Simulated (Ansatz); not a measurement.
# FH2NSeSi: geometry optimisation

The task: find the minimum of FH2NSeSi nearest to the start.

Computed with Ansatz 0.2.0. Level: RHF/def2-SVPD.

1 further run of the same task is left out (set aside as unsound or not needed).

### Step 1. Starting geometry

SMILES `N=[Si](F)[SeH]`, 6 atoms, charge 0, spin multiplicity 1.

Atoms are counted from 1 here; the program's logs count them from 0.

Bond lengths: N1–Si2 1.612 Å, N1–H5 1.025 Å, Si2–F3 1.638 Å, Si2–Se4 2.264 Å, Se4–H6 1.487 Å. Angles: Si2–N1–H5 119.9°, N1–Si2–F3 118.3°, N1–Si2–Se4 139.9°, F3–Si2–Se4 101.8°, Si2–Se4–H6 90.6°.

As a file:

| atom | x (Å) | y (Å) | z (Å) |
| --- | --- | --- | --- |
| N1 | 1.53154 | 0.28179 | -0.53387 |
| Si2 | 0.31323 | -0.44012 | 0.23540 |
| F3 | 0.63518 | -1.79336 | 1.10084 |
| Se4 | -1.91407 | -0.20068 | 0.56275 |
| H5 | 1.35795 | 1.12955 | -1.08285 |
| H6 | -1.92385 | 1.02282 | -0.28227 |

### Step 2. Relaxation

Contents of input.yaml:

```yaml
crystal:
  periodic: [false, false, false]
  atoms:
    - { symbol: "N", position_ang: [1.531542, 0.281794, -0.533865] }
    - { symbol: Si, position_ang: [0.313233, -0.440117, 0.235402] }
    - { symbol: F, position_ang: [0.635184, -1.79336, 1.100835] }
    - { symbol: Se, position_ang: [-1.91407, -0.200681, 0.56275] }
    - { symbol: H, position_ang: [1.357954, 1.129546, -1.082854] }
    - { symbol: H, position_ang: [-1.923852, 1.022818, -0.282267] }
basis:
  gaussian: { orbitals: def2-SVPD }
hamiltonian:
  xc: hf
output:
  forces: true
relax:
  f_tol: 0.003
  max_steps: 120
```

Command:

```sh
$ ansatz run input.yaml --threads 1 --pin off --max-ram 2560MiB --backend cpu --events-out ev --progress --plain --runs-dir out
```

Q: Predict the outcome of this session. Wanted: energy gained; root mean square move; dipole moment.

The runs gave:

| quantity | value |
| --- | --- |
| energy gained | 0.1484 eV |
| root mean square move | 0.059 Å |
| dipole moment | 3.25 D |

Bond lengths: N1–Si2 1.555 Å, N1–H5 0.995 Å, Si2–F3 1.593 Å, Si2–Se4 2.235 Å, Se4–H6 1.456 Å. Angles: Si2–N1–H5 133.6°, N1–Si2–F3 121.3°, N1–Si2–Se4 136.0°, F3–Si2–Se4 102.8°, Si2–Se4–H6 93.5°. No frequencies were computed here.
